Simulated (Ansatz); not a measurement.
C₂H₄GeN, SMILES [C]#[C][GeH2][NH2]: an atomisation energy, run with Ansatz 0.2.0 through its Python package.

The script reads `c2h4gen.xyz`:
```text
8

C     2.52400   -0.42420    1.60540
C     1.48150   -0.02170    1.00800
Ge   -0.10380    0.54840    0.07580
N    -0.96800   -0.93460   -0.46700
H     0.33870    1.37840   -1.16590
H    -0.94460    1.42550    1.03440
H    -0.41210   -1.45920   -1.13810
H    -1.82340   -0.56960   -1.00840
```

`tae_c2h4gen.py`:
```python
from collections import Counter

import ansatz as az


def energy(molecule, charge=0, unpaired=0):
    calc = molecule.calculation().basis(gaussian="6-31G*").functional("hf")
    if charge:
        calc = calc.charge(charge)
    if unpaired:
        calc = calc.spin("collinear", total=unpaired)
    return calc.run(threads=1, pin="off").report["free_energy_ev"]


def main() -> None:
    c2h4gen = az.Crystal.molecule_from_extxyz("c2h4gen.xyz")

    unpaired = {"C": 2, "Ge": 2, "N": 3, "H": 1}
    counts = Counter(site.symbol for site in c2h4gen.cartesian_sites)
    atom_energy = {s: energy(az.Crystal.molecule().atom(s, (0, 0, 0)), 0, unpaired[s]) for s in counts}
    whole = energy(c2h4gen, 0, 1)
    for s, e in atom_energy.items():
        print(f"{s:2s} x{counts[s]}  {e:14.5f} eV")
    print(f"C2H4GeN: {whole:.5f} eV")
    split = sum(counts[s] * e for s, e in atom_energy.items()) - whole
    print(f"atomisation energy (no zero-point term): {23.060548 * split:.1f} kcal/mol, {split / sum(counts.values()):.3f} eV an atom")


if __name__ == "__main__":
    main()
```

What does it cost to take this molecule apart into atoms?

410.7 kcal/mol from the electronic energies, without the zero-point term.

The run itself:

Running `python tae_c2h4gen.py` prints:
```text
C  x2     -1025.34844 eV
Ge x1    -56464.65567 eV
N  x1     -1479.90327 eV
H  x4       -13.55761 eV
C2H4GeN: -60067.29786 eV
atomisation energy (no zero-point term): 410.7 kcal/mol, 2.226 eV an atom
```

Total energies depend on the basis set; only differences at equal settings carry meaning. The geometry is a force-field or estimated start, not a minimum of this method, and the basis set is short of its limit. All parts are taken at fixed geometry, without zero-point energy. The species is open-shell (spin multiplicity 2). The expectation value of S² is noticeably off S(S+1) in at least one run, so that state is spin-contaminated. Hartree-Fock leaves correlation out, so bond, atomisation and ionisation energies come out well too low. It ran for 12 s on 1 thread of Arm Neoverse V2, on a shared host, peak memory 0.31 GiB.
